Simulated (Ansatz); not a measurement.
**CH4BFOS: a ladder of functionals and wavefunction methods**

An exercise on one series of results from a longer session: the logs are not shown, and one member is left open.

Computed with Ansatz 0.2.0, Gaussian basis. Level: functionals in def2-TZVPP, the program's frozen cores in correlated methods.

Plan: LDA (SPW92), PBE-D4, revPBE-D4, BLYP-D4, r2SCAN-D4, B97M-V, PBE0-D4, B3LYP-D4, r2SCANh-D4, r2SCAN0-D4, HSE06-D4, BHLYP-D4, CAM-B3LYP-D4, LC-ωPBE, ωB97X-V, ωB97M-V, B2PLYP, PBE-QIDH; CCSD(T)/def2-SVP; CCSD(T)/def2-TZVPP; MP2/def2-QZVPP; extrapolation to the limit; RPA on PBE.

## Structure used throughout

An earlier PBE0-D4 in a triple-zeta def2 set relaxation fixed the geometry.

SMILES `FBOCS`, 9 atoms, charge 0, spin multiplicity 1.

Atoms are counted from 1 here; the program's logs count them from 0.

Bond lengths: F1–B2 1.321 Å, B2–O3 1.347 Å, B2–H6 1.197 Å, O3–C4 1.407 Å, C4–S5 1.802 Å, C4–H7 1.088 Å, C4–H8 1.093 Å, S5–H9 1.343 Å. Angles: F1–B2–O3 117.3°, F1–B2–H6 119.8°, O3–B2–H6 122.9°, B2–O3–C4 120.8°, O3–C4–S5 113.7°, O3–C4–H7 107.4°, O3–C4–H8 111.5°, S5–C4–H7 110.0°, S5–C4–H8 105.1°, H7–C4–H8 109.1°, C4–S5–H9 96.3°.

As a file:

```
F    -2.6724   -0.7059    0.1280
B    -1.5524   -0.0337    0.3263
O    -0.3938   -0.6903    0.1264
C     0.8422   -0.0321    0.2665
S     1.4406    0.7167   -1.2593
H    -1.5998    1.1067    0.6876
H     1.5622   -0.7636    0.6287
H     0.7777    0.7916    0.9824
H     1.6843   -0.4357   -1.9037
```

Set-up of the first run:

Input file in.yaml:

```yaml
crystal:
  periodic: [false, false, false]
  atoms:
    - {symbol: F, position_ang: [-2.672434, -0.705894, 0.128050]}
    - {symbol: B, position_ang: [-1.552400, -0.033674, 0.326322]}
    - {symbol: O, position_ang: [-0.393842, -0.690322, 0.126374]}
    - {symbol: C, position_ang: [0.842207, -0.032114, 0.266455]}
    - {symbol: S, position_ang: [1.440556, 0.716724, -1.259279]}
    - {symbol: H, position_ang: [-1.599803, 1.106682, 0.687600]}
    - {symbol: H, position_ang: [1.562158, -0.763559, 0.628662]}
    - {symbol: H, position_ang: [0.777685, 0.791573, 0.982432]}
    - {symbol: H, position_ang: [1.684274, -0.435712, -1.903717]}
basis:
  gaussian: {orbitals: def2-TZVPP}
hamiltonian: {xc: lda}
output: {orbitals: {seedname: orbitals}}
```

Command:

```bash
$ ansatz run in.yaml --threads 2 --pin off --events-out ev --progress --plain --max-ram 4352MiB
```

Among the steps run: LDA; PBE-D4 (GGA); revPBE-D4 (GGA); BLYP-D4 (GGA); r2SCAN-D4 (meta-GGA); B97M-V (meta-GGA); B3LYP-D4 (hybrid); r2SCANh-D4 (hybrid); r2SCAN0-D4 (hybrid); HSE06-D4 (hybrid); BHLYP-D4 (hybrid); CAM-B3LYP-D4 (range-separated); LC-ωPBE (range-separated); ωB97X-V (range-separated); ωB97M-V (range-separated); B2PLYP (double hybrid); PBE-QIDH (double hybrid).

One of the session's tables, all rows but one given; the rest of the session is left out.

It belongs to the step «Orbital energies across the functionals». 

| functional | HOMO (eV) | gap (eV) |
| --- | --- | --- |
| LDA (SPW92) | ? | ? |
| PBE-D4 | -6.25 | 5.18 |
| revPBE-D4 | -6.19 | 5.24 |
| BLYP-D4 | -6.10 | 5.14 |
| r2SCAN-D4 | -6.52 | 5.80 |
| B97M-V | -6.61 | 5.83 |
| PBE0-D4 | -7.52 | 7.46 |
| B3LYP-D4 | -7.27 | 6.94 |
| r2SCANh-D4 | -6.99 | 6.62 |
| r2SCAN0-D4 | -7.69 | 7.85 |
| HSE06-D4 | -7.11 | 6.67 |
| BHLYP-D4 | -8.65 | 9.55 |
| CAM-B3LYP-D4 | -8.89 | 9.88 |
| LC-ωPBE | -10.33 | 12.59 |
| ωB97X-V | -9.94 | 12.05 |
| ωB97M-V | -9.77 | 11.62 |

Estimate the missing values for LDA (SPW92).

**Answer.** HOMO (eV): -6.39; gap (eV): 5.05. In the column «HOMO (eV)» it lies between r2SCAN-D4 (-6.52) and PBE-D4 (-6.25).
